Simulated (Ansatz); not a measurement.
# Rb2ZrBr6: the cost of one run

Program: Ansatz 0.2.0. Level of theory: DFT PBE, scalar-relativistic, plane waves, PAW. These are calculated values, not measurements.

## Step 1: The starting structure

The structure is tetragonal, space group P4/mmm (No. 123). The conventional cell has a = 5.480 Å, b = 5.480 Å, c = 10.961 Å, α = 90.00°, β = 90.00°, γ = 90.00°. Around Rb (site symmetry 4mm) lie 12 Br at 3.88 Å. Zr (site symmetry 4/mmm) has 6 Br at 2.68 to 2.74 Å in its first shell of neighbours. Br (site symmetry mmm) has 2 Zr at 2.74 Å and 4 Rb at 3.88 Å in its first shell of neighbours. Around Br (site symmetry 4mm) lie 1 Zr at 2.68 Å and 4 Rb at 3.88 Å. Around Br (site symmetry mmm) lie 8 Br at 3.88 to 3.92 Å and 4 Rb at 3.88 Å.

As a file:

```cif
data_structure
_symmetry_space_group_name_H-M 'P 1'
_symmetry_Int_Tables_number 1
_cell_length_a 5.4804
_cell_length_b 5.4804
_cell_length_c 10.9608
_cell_angle_alpha 90.000
_cell_angle_beta 90.000
_cell_angle_gamma 90.000
_cell_volume 329.21
loop_
_atom_site_label
_atom_site_type_symbol
_atom_site_fract_x
_atom_site_fract_y
_atom_site_fract_z
_atom_site_occupancy
Rb1 Rb 0.50000 0.50000 0.25000 1
Rb2 Rb 0.50000 0.50000 0.75000 1
Zr1 Zr 0.00000 0.00000 0.00000 1
Br1 Br 0.50000 0.00000 0.00000 1
Br2 Br 0.00000 0.50000 0.00000 1
Br3 Br 0.00000 0.00000 0.24447 1
Br4 Br 0.50000 0.00000 0.50000 1
Br5 Br 0.00000 0.50000 0.50000 1
Br6 Br 0.00000 0.00000 0.75553 1
```

The cell is invented: perovskite family, tilts a0a0a0, layer order on B (P4/mmm, No. 123). The dimensions are guesses.

## Step 2: The guess as it stands, on a coarse mesh

The input, input.yaml:

```yaml
crystal:
  lattice:
    - [5.48041938, 0.0, 0.0]
    - [0.0, 5.48041938, 0.0]
    - [0.0, 0.0, 10.96083877]
  atoms:
    - { symbol: Rb, position: [0.5, 0.5, 0.25] }
    - { symbol: Rb, position: [0.5, 0.5, 0.75] }
    - { symbol: Zr, position: [0.0, 0.0, 0.0] }
    - { symbol: Br, position: [0.5, 0.0, 0.0] }
    - { symbol: Br, position: [0.0, 0.5, 0.0] }
    - { symbol: Br, position: [0.0, 0.0, 0.24446589] }
    - { symbol: Br, position: [0.5, 0.0, 0.5] }
    - { symbol: Br, position: [0.0, 0.5, 0.5] }
    - { symbol: Br, position: [0.0, 0.0, 0.75553411] }
basis:
  ecutwfc: 420
kpoints:
  mp_grid: { grid: [4, 4, 2] }
hamiltonian:
  xc: pbe
scf:
  occupations: { method: gaussian, width: 0.1 }
  lower_state_search: "off"
output:
  forces: true
  stress: true
  eigenvalues: true
```

Run with:

```
> ansatz run input.yaml --threads 1 --pin off --max-ram 2560MiB --backend cpu --events-out ev --progress --plain --runs-dir out
```

Q: Estimate wall time and peak memory on 1 thread of Intel Xeon at 2.50GHz (Skylake/Cascade Lake), shared host.

About 21 s, with a peak of 0.58 GiB.
